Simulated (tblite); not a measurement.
## PbS: one setting at a time in tblite

Simulated with tblite 0.8.0. This is a test of settings. The cell began as a database structure and was relaxed with r2SCAN+rVV10 in plane waves (Ansatz 0.2.0). All runs are without spin polarisation.

It is trigonal, R3m (No. 160); a = 4.201 Å, c = 10.291 Å in the conventional setting, 26.21 Å³ an atom. Pb is surrounded by 6 S at 2.97 Å; S is surrounded by 6 Pb at 2.97 Å.

The base run uses GFN1-xTB on a cluster of 54 atoms.

```python
import json
from ase import Atoms
from ase.build import make_supercell
from ase.units import Bohr, GPa, Hartree
from tblite.interface import Calculator

atoms = Atoms(['Pb', 'S'],
              cell=[[2.100511, 1.21273059, 3.43018968], [-2.100511, 1.21273059, 3.43018968], [0.0, -2.42546118, 3.43018968]],
              scaled_positions=[[0.978143675, 0.978143675, 0.978143675], [0.477457655, 0.477457655, 0.477457655]],
              pbc=True)
cluster = make_supercell(atoms, [[0, 3, -3], [3, -3, 0], [-1, -1, -1]])
calc = Calculator('GFN1-xTB', cluster.numbers, cluster.positions / Bohr, lattice=cluster.cell[:] / Bohr, periodic=cluster.pbc)
calc.set('temperature', 0.02 / Hartree)
calc.set('max-iter', 150)
res = calc.singlepoint()
levels = res.get('orbital-energies') * Hartree
nv = round(res.get('orbital-occupations').sum() / 2)
cells = len(cluster) // len(atoms)
out = {'energy_per_cell': res.get('energy') * Hartree / cells, 'homo': levels[nv - 1], 'lumo': levels[nv],
       'stress': (-res.get('virial') * Hartree / cluster.get_volume() / GPa).tolist(), 'charges': res.get('charges')[:len(atoms)].tolist(), 'electrons': 2 * nv / cells}
json.dump(out, open('results.json', 'w'))
for key, value in out.items():
    print(key, value)
```

Command: `python run.py`. It took 1.7 s on 1 thread of Arm Neoverse V1, with other jobs on the host, peak memory 0.11 GiB.

It converged with a gap of 2.61 eV and a pressure of -11.88 GPa (positive in compression). xTB was fitted to molecules, so gaps, charges and pressures of solids can be far off.

Each further run moved one setting: mixer-damping (damping of the charge mixer); temperature (electronic temperature in eV); method (Hamiltonian); max-iter (limit on cycles); cluster (size of the cluster in conventional cells). Changes are from the base run, which isn't itself converged in every setting; energies of another Hamiltonian, functional, basis or charge aren't compared, and those at a high electronic temperature are mostly its entropy term.

| setting | how it ended | gap change (eV) | energy change (meV/atom) | pressure change (GPa) | time (s) |
| --- | --- | --- | --- | --- | --- |
| mixer-damping = 0.1 | converged | 0.00 | 0.0 | 0.00 | 1.9 |
| temperature = 0.001 | converged | 0.00 | 0.0 | 0.00 | 1.8 |
| method = IPEA1-xTB | converged | -0.04 | – | 0.42 | 1.6 |
| max-iter = 5 (poor on purpose) | not converged | – | – | – | 1.6 |
| cluster = 1x1x1 (poor on purpose) | converged | 0.17 | 2198.4 | 18.61 | 0.74 |

mixer-damping = 0.1 changes nothing that matters here. temperature = 0.001 changes nothing that matters here. With max-iter = 5 the cycle ended unconverged.

The end of the log, shortened, for max-iter = 5:

```
------------------------------------------------------------
  cycle        total energy    energy error   density error
------------------------------------------------------------
      1     -137.9372472282  -1.3751244E+02   9.0013399E-01
      2     -135.8398831642   2.0973641E+00   8.9624257E-01
      3     -145.8864115869  -1.0046528E+01   2.8092109E-01
      4     -146.8003051670  -9.1389358E-01   2.3284781E-02
      5     -146.7879179055   1.2387261E-02   3.4611192E-02
------------------------------------------------------------
 total:                                   0.871 sec
tblite.exceptions.TBLiteRuntimeError: SCF not converged in 5 cycles
```

Spin-orbit coupling is left out; in compounds of Pb, Bi, Tl or Hg it can lower a gap by up to about 1 eV, split its edges or invert the bands.
